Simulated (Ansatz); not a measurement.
I need a single point from a YAML input of Cs2NaMgF6, space group Fm-3m. Use the Python package of Ansatz (0.2.0). Settings: LDA, PAW, cutoff 517 eV, 5×5×5 k-points, Fermi-Dirac smearing of 0.15 eV.

`input.yaml`
```yaml
crystal:
  lattice:
    - [0.0, 4.436028, 4.436028]
    - [4.436028, 0.0, 4.436028]
    - [4.436028, 4.436028, 0.0]
  atoms:
    - { symbol: Cs, position: [0.25, 0.25, 0.25] }
    - { symbol: Cs, position: [0.75, 0.75, 0.75] }
    - { symbol: Na, position: [0.0, 0.0, 0.0] }
    - { symbol: Mg, position: [0.5, 0.5, 0.5] }
    - { symbol: F, position: [0.271066, 0.728934, 0.728934] }
    - { symbol: F, position: [0.271066, 0.728934, 0.271066] }
    - { symbol: F, position: [0.728934, 0.271066, 0.728934] }
    - { symbol: F, position: [0.728934, 0.728934, 0.271066] }
    - { symbol: F, position: [0.271066, 0.271066, 0.728934] }
    - { symbol: F, position: [0.728934, 0.271066, 0.271066] }
kpoints:
  mp_grid: { kspacing: 0.3 }
hamiltonian:
  xc: lda
scf:
  occupations: { method: fermi_dirac, width: 0.15 }
basis:
  ecutwfc: "38 Ry"
output:
  forces: true
  stress: true
```

Script `cs2namgf6_yaml_run.py`:
```python
from collections import Counter
import warnings

import ansatz as az
import numpy as np
import pandas as pd


def main() -> None:
    warnings.simplefilter("ignore", az.DeckWarning)

    outcome = az.Session.from_deck("input.yaml").plan(threads=1).execute()
    summary = outcome.report

    energy = summary["free_energy_ev"]
    print("Cs2NaMgF6: {:.6f} eV = {:.6f} Ry = {:.6f} Ha".format(energy, energy / 13.605693, energy / 27.211386))
    print("Fermi level {:.4f} eV, {} k-points, {} symmetry operations".format(summary["fermi_energy_ev"], summary["n_kpoints"], summary["n_symmetry_ops"]))

    sigma = summary["stress_gpa"]
    voigt = [sigma[0][0], sigma[1][1], sigma[2][2], sigma[1][2], sigma[0][2], sigma[0][1]]
    print("stress xx yy zz yz xz xy (GPa, compression positive):", " ".join(f"{s:.3f}" for s in voigt))
    print("P =", round(10 * float(np.mean(voigt[:3])), 2), "kbar")

    table = pd.DataFrame(summary["forces_ev_ang"], columns=["fx", "fy", "fz"])
    table.insert(0, "atom", [site["symbol"] for site in summary["lattice"]["sites"]])
    print(table.round(4).to_string())

    used = summary["setup"]
    print("cutoffs (eV):", used["ecut_ev"], used["ecutrho_ev"], " FFT grid:", used["fft_dense"])
    print("cell volume {:.3f} A^3, {} symmetry operations".format(used["cell_volume_ang3"], used["n_sym_ops"]))

    told = Counter((n["data"]["severity"], n["data"]["kind"]) for n in outcome.notices if n["event"] == "notice")
    for (severity, kind), count in sorted(told.items()):
        print(f"{severity:8s} {kind} x{count}")


if __name__ == "__main__":
    main()
```

Running `python cs2namgf6_yaml_run.py` prints:
```text
Cs2NaMgF6: -19151.293972 eV = -1407.594157 Ry = -703.797079 Ha
Fermi level 1.4472 eV, 10 k-points, 48 symmetry operations
stress xx yy zz yz xz xy (GPa, compression positive): -5.299 -5.299 -5.299 0.000 0.000 -0.000
P = -52.99 kbar
  atom     fx     fy     fz
0   Cs -0.000 -0.000  0.000
1   Cs -0.000  0.000 -0.000
2   Na  0.000 -0.000  0.000
3   Mg  0.000 -0.000 -0.000
4    F -0.203  0.000 -0.000
5    F  0.000  0.203 -0.000
6    F -0.000 -0.203 -0.000
7    F -0.000  0.000 -0.203
8    F -0.000  0.000  0.203
9    F  0.203  0.000 -0.000
cutoffs (eV): 517.016338673772 2068.065354695088  FFT grid: [48, 48, 48]
cell volume 174.587 A^3, 48 symmetry operations
audit    band_cg_iterations x1
audit    preconditioner_resolved x1
```

Caveats:
- Absolute energies stand on the zero of these potentials, so only differences at equal settings mean something. A total without «per atom» is that of the cell as typed.
- The cell holds an odd number of electrons and is run without spin, so a magnetic state may lie lower.
- For a metal this k-point mesh is coarse: on a finer one energies can move by several to tens of meV an atom and pressures by half a GPa or more, differences at one mesh by less.
- Only differences from the Fermi energy are physical; the zero of the scale is a convention.
- A Fermi-Dirac width this large means warm electrons, whose thermal share enters the free energy.
- At these settings the cell as given stands under about -5 GPa, so it isn't at this functional's equilibrium volume.
- The structure comes from a database of computed cells and needn't be a stable or known phase.
- The whole script took 3.6 s on 1 thread of Intel(R) Xeon(R) 6975P-C (Granite Rapids), with other jobs on the host, peak memory 0.6 GiB.
